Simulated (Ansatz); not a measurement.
**Hf3Br2: what a guessed cell relaxes into**

Where does this trial cell of Hf3Br2 go when cell and atoms are let free?

Computed with Ansatz 0.2.0 (DFT PBE, scalar-relativistic, plane waves, PAW, unless a step's input says otherwise).

### 1 The structure to begin with

Symmetry: Cmmm, No. 65, orthorhombic system. Conventional cell: a = 5.163 Å, b = 9.455 Å, c = 5.382 Å, α = 90.00°, β = 90.00°, γ = 90.00°. Around Hf (site symmetry 2/m) lie 4 Hf at 2.58 to 2.69 Å. Around Hf (site symmetry mmm) lie 2 Br at 2.69 Å and 4 Hf at 2.69 Å. Around Br (site symmetry mmm) lie 2 Br at 2.58 Å and 2 Hf at 2.69 Å. Br (site symmetry mmm) has 2 Br at 2.58 Å in its first shell of neighbours.

Coordinates:

```xyz
5
Lattice="2.5815 -4.7273 0.0000 2.5815 4.7273 0.0000 0.0000 0.0000 5.3818" Properties=species:S:1:pos:R:3 pbc="T T T"
Hf    1.2908    2.3637    0.0000
Hf    1.2908   -2.3637    0.0000
Hf    0.0000    0.0000    0.0000
Br    0.0000    0.0000    2.6909
Br    2.5815    0.0000    2.6909
```

The cell is invented: random cell by space group and Wyckoff sites (Cmmm, No. 65). Its size is a rough estimate.

### 2 A first look at the guess

Input file input.yaml:

```yaml
crystal:
  lattice:
    - [2.58153409, -4.72733789, 0.0]
    - [2.58153409, 4.72733789, 0.0]
    - [0.0, 0.0, 5.38182001]
  atoms:
    - { symbol: Hf, position: [0.0, 0.5, 0.0] }
    - { symbol: Hf, position: [0.5, 0.0, 0.0] }
    - { symbol: Hf, position: [0.0, 0.0, 0.0] }
    - { symbol: Br, position: [0.0, 0.0, 0.5] }
    - { symbol: Br, position: [0.5, 0.5, 0.5] }
basis:
  ecutwfc: 420
kpoints:
  mp_grid: { grid: [4, 4, 4] }
hamiltonian:
  xc: pbe
scf:
  occupations: { method: gaussian, width: 0.1 }
  lower_state_search: "off"
output:
  forces: true
  stress: true
  eigenvalues: true
```

Started as:

```sh
$ ansatz run input.yaml --threads 1 --pin off --max-ram 2560MiB --backend cpu --events-out ev --progress --plain --runs-dir out
```

Further runs follow: coarse relaxation; full relaxation.

**Question.** What will these runs give? Wanted: conventional cell; volume; energy over the elements; gap on the mesh.

**Answer**, as computed:

```
                              quantity                                                                      value
symmetry at the end (tolerance 0.05 Å)                                               space group P4/mmm (No. 123)
                     conventional cell  a = 5.363 Å, b = 5.363 Å, c = 5.213 Å, α = 90.00°, β = 90.00°, γ = 90.00°
                                volume                                                              29.99 Å³/atom
              energy over the elements                                                              +0.84 eV/atom
                       gap on the mesh                                                               none (metal)
```

**Reading.** The symmetry goes from space group Cmmm (No. 65) to space group P4/mmm (No. 123) (read at 0.05 Å; 0.001 Å gives Cmmm (No. 65)), and the volume per atom grows by 14.1 % from the first guess. With a positive formation energy it can't be a ground state. No finished test with a distortion of lower symmetry is shown, so the end may be a saddle point. Spin-orbit coupling is left out for Hf.
